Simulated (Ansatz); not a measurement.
# TaCuN2: response to biaxial strain in the a-b plane

An exercise on one series of results from a longer session: the logs are not shown, and one member is left open.

Computed with Ansatz 0.2.0 (DFT PBEsol, scalar-relativistic, plane waves, PAW, unless a step's input says otherwise).

3 further runs of the same task are left out: 3 set aside as unsound or not needed.

### The system as given

It takes space group R-3m (No. 166, trigonal). Conventional cell: a = 3.122 Å, b = 3.122 Å, c = 17.343 Å, α = 90.00°, β = 90.00°, γ = 120.00°. Around Ta (site symmetry -3m) lie 6 N at 2.09 Å. Around Cu (site symmetry -3m) lie 2 N at 1.83 Å. Around N (site symmetry 3m) lie 1 Cu at 1.83 Å and 3 Ta at 2.09 Å.

Coordinates:

```cif
data_structure
_symmetry_space_group_name_H-M 'R-3m:H'
_symmetry_Int_Tables_number 166
_cell_length_a 3.1215
_cell_length_b 3.1215
_cell_length_c 17.3425
_cell_angle_alpha 90.000
_cell_angle_beta 90.000
_cell_angle_gamma 120.000
_cell_volume 146.35
loop_
_atom_site_label
_atom_site_type_symbol
_atom_site_symmetry_multiplicity
_atom_site_Wyckoff_symbol
_atom_site_fract_x
_atom_site_fract_y
_atom_site_fract_z
_atom_site_occupancy
Ta1 Ta 3 b 0.33333 0.66667 0.16667 1
Cu1 Cu 3 a 0.00000 0.00000 0.00000 1
N1 N 6 c 0.00000 0.00000 0.10557 1
```

The first run:

The input, input.yaml:

```yaml
crystal:
  lattice:
    - [3.1215446981, 0.0, 0.0]
    - [-1.560772349, 2.7033370076, 0.0]
    - [0.0, 0.0, 17.342528766]
  atoms:
    - { symbol: Ta, position: [0.6666666667, 0.3333333333, 0.8333333333] }
    - { symbol: Ta, position: [0.3333333333, 0.6666666667, 0.1666666667] }
    - { symbol: Ta, position: [0.0, 0.0, 0.5] }
    - { symbol: Cu, position: [0.0, 0.0, 0.0] }
    - { symbol: Cu, position: [0.6666666667, 0.3333333333, 0.3333333333] }
    - { symbol: Cu, position: [0.3333333333, 0.6666666667, 0.6666666667] }
    - { symbol: "N", position: [0.3333333333, 0.6666666667, 0.77223475] }
    - { symbol: "N", position: [0.0, 0.0, 0.8944319167] }
    - { symbol: "N", position: [0.0, 0.0, 0.1055680833] }
    - { symbol: "N", position: [0.6666666667, 0.3333333333, 0.22776525] }
    - { symbol: "N", position: [0.6666666667, 0.3333333333, 0.4389014166] }
    - { symbol: "N", position: [0.3333333333, 0.6666666667, 0.5610985834] }
basis:
  ecutwfc: 420
kpoints:
  mp_grid: { grid: [12, 12, 2] }
hamiltonian:
  xc: pbesol
scf:
  occupations: { method: gaussian, width: 0.02 }
output:
  forces: true
  stress: true
  eigenvalues: true
```

Launch:

```sh
$ ansatz run input.yaml --threads 1 --pin off --max-ram 2560MiB --backend cpu --events-out ev --progress --plain --runs-dir out
```

Among the steps run: Zero strain; The gap over the whole zone; Strain -1.0 %; Band edges over the zone at -1.0 %; Strain +1.0 %; Band edges over the zone at +1.0 %; The cell strained by -2.0 %; Band edges over the zone at -2.0 %; Strain +2.0 %; Band edges over the zone at +2.0 %; The cell strained by -3.0 %; Band edges over the zone at -3.0 %; The cell strained by +3.0 %; Band edges over the zone at +3.0 %.

One table of the session follows, with a row left open; its other results are not shown here.

It belongs to the step «Energy, stress and gap against strain». Lengths are those of the vectors of the cell that was run; stresses in GPa:

```
strain (%)  ΔE (meV/atom)  a (Å)  b (Å)   c (Å)  gap (eV)
      -3.0           29.4  3.028  3.028  17.616      0.13
      -2.0           12.8  3.059  3.059  17.525      0.22
      -1.0              ?      ?      ?       ?         ?
      +0.0            0.0  3.122  3.122  17.343      0.37
      +1.0            3.0  3.153  3.153  17.251      0.43
      +2.0           11.7  3.184  3.184  17.158      0.48
      +3.0           25.7  3.215  3.215  17.066      0.52
```

Estimate the missing values for strain (%) = -1.0.

Worked estimate for «ΔE (meV/atom)». A straight line through the neighbours (-2.0, 12.8) and (0.0, 0.0) gives 12.8 + (0.0 − 12.8) × (-1.0 + 2.0) / (0.0 + 2.0) = 6.4; a parabola fitted to 4 rows on both sides gives 3.1.

**Answer.** ΔE (meV/atom): 3.1; a (Å): 3.090; b (Å): 3.090; c (Å): 17.434; gap (eV): 0.30. In «ΔE (meV/atom)» the line misses by +3.3 and the parabola by 0.0.

ΔE is over the unstrained cell. Stress in GPa, positive in compression, on the Cartesian axes of the input. Gaps are Kohn-Sham gaps over the whole zone.

To keep in mind: The gap runs from 0.13 eV at -3.0 % through 0.37 to 0.52 eV at +3.0 %.
